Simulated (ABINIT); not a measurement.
Runs of ABINIT 10.8.3 (patched build) on GeCN2. The structure is trigonal, space group R-3m (No. 166). The conventional cell has a = 3.588 Å, b = 3.588 Å, c = 14.766 Å, α = 90.00°, β = 90.00°, γ = 120.00°. Ge (site symmetry -3m) is surrounded by 6 N at 2.40 Å. N (site symmetry 3m) is surrounded by 1 C at 1.24 Å. C (site symmetry -3m) has 2 N at 1.24 Å as nearest neighbours. The cell comes from a database or a generator and needn't be the stable form of this composition.

| task | level | potentials or basis | cell | k mesh | cutoff (eV) | fine-grid cutoff | cell freedom (optcell) | cutoff smearing ecutsm (Ha) | optimiser (ionmov) | force stop (Ha/bohr) | gap on the mesh (eV) | pressure (GPa) | relaxed volume (Å³/atom) | largest force (eV/Å) |
| --- | --- | --- | --- | --- | --- | --- | --- | --- | --- | --- | --- | --- | --- | --- |
| band structure | TB-mBJ | JTH PAW LDA v2.0 | as given | 5 × 5 × 5 | 844 | 1442.2 eV | - | - | - | - | 2.11 | - | - | - |
| relaxation of cell and atoms | r2SCAN | JTH PAW PBE v2.0 | relaxed | 5 × 5 × 5 | 844 | 1442.2 eV | 2 | 0.5 | 2 | 0.0001 | 1.37 | - | (b) | - |
| single point | PBE | JTH PAW PBE v2.0 | as given | 9 × 9 × 9 | 707 | 1306.15 eV | - | - | - | - | 1.12 | (c) | - | 0.10 |
| relaxation of cell and atoms | LDA | JTH PAW LDA v2.0 | relaxed | 6 × 6 × 6 | 707 | 1306.15 eV | 2 | 0.5 | 22 | 0.0001 | 0.75 | 0.0 | 12.52 | - |
| band structure | r2SCAN | JTH PAW PBE v2.0 | as given | 6 × 6 × 6 | 844 | 1442.2 eV | - | - | - | - | 1.09 | - | - | (a) |

Alike in all rows: no spin polarisation; smearing fermi-dirac 0.05 eV.

Question: Estimate the missing entries.

Answer: (a) 0.73; (b) 14.50; (c) 0.1.

Caveats: the PAW data sets were made with another functional, which shifts forces and pressure a little (some runs); an odd mesh through Γ misses points on the zone boundary, where band edges often lie (some runs); the constant c of TB-mBJ comes from the pseudo density here, which moves gaps by up to 0.3 eV between sets of potentials (some runs).

A k mesh can miss the band edges, and the runs leave out spin-orbit coupling on Ge.

Not every run made on this cell is shown here.
